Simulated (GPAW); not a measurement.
Runs of GPAW 26.7.0 on AlSn. Symmetry: P-6m2, No. 187, hexagonal system. The conventional cell has a = 4.198 Å, b = 4.198 Å, c = 3.307 Å, α = 90.00°, β = 90.00°, γ = 120.00°. Sn (site symmetry -6m2) is surrounded by 6 Al at 2.93 Å and 2 Sn at 3.31 Å. Al (site symmetry -6m2) has 6 Sn at 2.93 Å and 2 Al at 3.31 Å as nearest neighbours. The cell comes from a database or a generator and needn't be the stable form of this composition.

```tsv
task	level	potentials or basis	spin	cell	band path	band points	spin axis theta (degrees)	spin axis phi (degrees)	eigensolver	pressure (GPa)
band structure	revTPSS	GPAW PAW data sets (gpaw-data 1.2.1), pw	SOC, no magnetisation	as given	GMKGALHA,LM,KH	60	0	0	davidson	(a)
band structure	PBE	GPAW PAW data sets (gpaw-data 1.2.1), pw	SOC, no magnetisation	as given	GMKGALHA,LM,KH	80	54.7	45	-	-0.3
band structure	OLYP	PAW data sets generated in the run's folder for this functional, pw	SOC, no magnetisation	as given	GMKGALHA,LM,KH	60	90	45	davidson	-0.5
relaxation of cell and atoms	SCAN+D3(BJ)	GPAW PAW data sets (gpaw-data 1.2.1), pw	off	relaxed	-	-	-	-	-	0.0
band structure	TASK	GPAW PAW data sets (gpaw-data 1.2.1), pw	SOC, no magnetisation	as given	GMKGALHA,LM,KH	100	90	45	-	1.1
```

Alike in all rows: k mesh 6 × 6 × 7; cutoff (eV) 600; smearing fermi-dirac 0.05 eV.

Problem. Estimate the missing entries.

Solution. (a) -2.6.

Caveats: spin-orbit coupling was added after a scalar SCF, so levels and gaps hold it while energy, forces, pressure and moments don't (some runs); the PAW data sets were made with another functional, which shifts forces and pressure a little (some runs); later steps reuse the first step's grids (some runs); pairwise dispersion overbinds metals, which lowers pressure and volume (some runs).
